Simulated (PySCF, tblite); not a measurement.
# C₅H₁₂B₂O: geometry, infrared bands and NMR shifts

Wanted: the infrared bands and NMR shifts of C₅H₁₂B₂O (`BC(B)(C)/C=C\OC`), by calculation.

Programs: tblite 0.8.0 and PySCF 2.14.0, with density-fitted response routines of our own. Each step states its level of theory. These are calculated values for one molecule in the gas phase, unless marked as measured. Atoms are numbered from 0 throughout.

### Step 1. The molecule as given

20 atoms, charge 0, multiplicity 1; geometry from: force field or distance geometry start.

Bonds of the start (Å): B0–C1 1.60, C1–B2 1.59, C1–C3 1.50, C1–C4 1.46, C4–C5 1.32, C5–O6 1.39, O6–C7 1.44, B0–H8 1.20, B0–H9 1.21, B2–H10 1.19, B2–H11 1.21, C3–H12 1.11, C3–H13 1.11, C3–H14 1.13, C4–H15 1.08, C5–H16 1.10, C7–H17 1.13, C7–H18 1.11, C7–H19 1.12.

### Step 2. Optimising the geometry with GFN2-xTB

What the job is given:

```
{"job": {"kind": "relax", "xc": "GFN2-xTB", "basis": "xTB"}, "charge": 0, "multiplicity": 1}
B     -0.225800    -0.539600     1.313500
C     -1.012000     0.118400     0.085400
B     -1.926400     1.292900     0.650200
C     -1.899200    -0.911600    -0.556000
C     -0.138300     0.673900    -0.938700
C      1.081300     0.249700    -1.221900
O      1.703800    -0.791000    -0.547300
C      2.864700    -0.411800     0.214500
H      0.247900     0.250600     2.081200
H     -0.785400    -1.454500     1.865600
H     -1.659200     1.807900     1.691000
H     -2.547400     1.940600    -0.160600
H     -2.923900    -0.505400    -0.640400
H     -1.561600    -1.175200    -1.576700
H     -1.903100    -1.859300     0.061600
H     -0.516100     1.499000    -1.527500
H      1.678600     0.727300    -2.013800
H      3.296900    -1.321600     0.726000
H      3.603500     0.042200    -0.475100
H      2.616700     0.378100     0.965900
```

On the command line:

```bash
$ OMP_NUM_THREADS=1 python probes_run.py task.json out
```

The driver reads the jobs from task.json and runs them one after another.

**Question.** This job is followed by: GFN2-xTB harmonic vibrations, gas phase; GIAO PBE0/pcSseg-1 NMR shielding, non-relativistic, gas phase. What will the session give for the following? strongest single infrared mode (GFN2-xTB); zero-point energy (GFN2-xTB); 13C shifts against TMS (PBE0/pcSseg-1); 1H shifts against TMS (PBE0/pcSseg-1, means over atoms taken as alike); 11B shifts against BF3·OEt2 (PBE0/pcSseg-1, means over atoms taken as alike); 17O shifts against H2O (PBE0/pcSseg-1).

As calculated:

| quantity | value |
| --- | --- |
| strongest single infrared mode (GFN2-xTB) | 2647 cm⁻¹, 173 km/mol |
| zero-point energy (GFN2-xTB) | 101.3 kcal/mol |
| 13C shifts against TMS (PBE0/pcSseg-1) | 151.8, 144.5, 67.3, 58.5, 24.8 ppm |
| 1H shifts against TMS (PBE0/pcSseg-1, means over atoms taken as alike) | 6.57, 5.80, 4.63, 3.66, 1.51 ppm |
| 11B shifts against BF3·OEt2 (PBE0/pcSseg-1, means over atoms taken as alike) | 29.3 ppm |
| 17O shifts against H2O (PBE0/pcSseg-1) | 62.9 ppm |

Relaxing lowered the energy by 1.710 eV in 186 steps; the close pair that moved most is B0–O6, from 2.692 to 1.648 Å. All 54 modes are real, so the xTB geometry is a minimum. The strongest single mode, at 2647 cm⁻¹, moves mainly H11. Unscaled tight-binding wavenumbers are off by several per cent, some by more. Its intensities can rank the bands wrongly. H15 (hydrogen on a β carbon of an enol-ether or enamine type C=C) lies farthest downfield among hydrogen, at 6.57 ppm; attached to an sp2 carbon and in the plane of the double bond. At PBE0/pcSseg-1: The widest tensor belongs to C4: span 219 ppm, with a paramagnetic part of -222 ppm.
